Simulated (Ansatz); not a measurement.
FeNi₃, space group Fm-3m: an equation of state with a fit, run with the Python package of Ansatz (0.2.0).

The script, `eos_feni3.py`:
```python
# -*- coding: utf-8 -*-
"""Equation of state of FeNi3."""

import warnings

import ansatz as az
import numpy as np

VECTORS = np.array([
    [0.0, 2.79037, 2.79037],
    [2.79037, 0.0, 2.79037],
    [2.79037, 2.79037, 0.0],
])
SITES = [
    ("Fe", (0.0, 0.0, 0.0), 2.4),
    ("Ni", (0.75, 0.75, 0.75), 1.0),
    ("Ni", (0.25, 0.25, 0.25), 1.0),
    ("Ni", (0.5, 0.5, 0.5), 1.0),
]


def on_lattice(cell):
    crystal = az.Crystal(lattice=az.Lattice.of(cell))
    for symbol, position, moment in SITES:
        crystal = crystal.atom(symbol, position, moment=moment or None)
    return crystal


def main():
    warnings.simplefilter("ignore", az.DeckWarning)

    # uniform scaling of the cell
    volumes, energies = [], []
    for scale in np.linspace(0.88, 1.12, 7):
        cell = VECTORS * scale ** (1 / 3)
        calc = (
            on_lattice(cell).calculation()
            .eigensolver("davidson", mixed_precision=False)
            .occupations("cold")
            .scf(tolerance=1e-08)
            .spin("collinear")
            .functional("r2SCAN")
            .basis(600)
            .kpoints(7, 7, 7)
        )
        data = calc.run().report
        volumes.append(abs(np.linalg.det(cell)) / len(SITES))
        energies.append(data["free_energy_ev"] / len(SITES))
        print(f"V = {volumes[-1]:8.4f} A^3/atom  F = {energies[-1]:.5f} eV/atom")

    # third-order Birch-Murnaghan: a cubic in V^(-2/3)
    x = np.array(volumes) ** (-2 / 3)
    poly = np.polynomial.Polynomial.fit(x, energies, 3).convert()
    roots = poly.deriv().roots()
    x0 = min((r.real for r in roots if abs(r.imag) < 1e-9 and poly.deriv(2)(r.real) > 0), key=lambda r: abs(r - x.mean()))
    v0 = x0 ** -1.5
    b0 = 4 / 9 * poly.deriv(2)(x0) * v0 ** (-7 / 3) * 160.21766
    b1 = 4 + 2 / 3 * x0 * poly.deriv(3)(x0) / poly.deriv(2)(x0)
    print(f"V0 = {v0:.4f} A^3/atom, B0 = {b0:.1f} GPa, dB/dP = {b1:.2f}")


if __name__ == "__main__":
    main()
```

From its runs, with one value withheld:

| V (Å³/atom) | F less the lowest row shown (meV/atom) |
| --- | --- |
| 9.560 | ? |
| 9.994 | 54.62 |
| 10.429 | 13.27 |
| 10.863 | 0.00 |
| 11.298 | 7.68 |
| 11.732 | 33.41 |
| 12.167 | 74.10 |

What is the missing energy at 9.560 Å³ an atom?

A third-order Birch-Murnaghan fit, E = E0 + (9 V0 B0 / 16) [(t - 1)³ B' + (t - 1)² (6 - 4t)] with t = (V0/V)^(2/3), through the 6 rows shown gives V0 = 10.907 Å³, B0 = 198.3 GPa, B' = 4.21 and E0 = -0.45 meV. At V = 9.560 Å³, t = 1.09188, and the fit extrapolates to 128.93 meV. The run gave 132.29 meV, a miss of 3.36 meV.

What to keep in mind:
- The settings weren't tested for convergence.
- Other magnetic orders than the one started from may lie lower.
- The mesh is modest for a metal, so energies can be off by several to tens of meV an atom and pressures by half a GPa or more; differences at equal mesh fare better.
- r2SCAN tends to overestimate the moments of itinerant magnets.
- The structure comes from a database of computed cells and needn't be a stable or known phase.
- Finished in 6.6 min on 1 thread of Arm Neoverse V2, with other jobs on the host, peak memory 0.73 GiB.

(A comment or docstring line of the script was reworded after the run, the code is as it ran.)
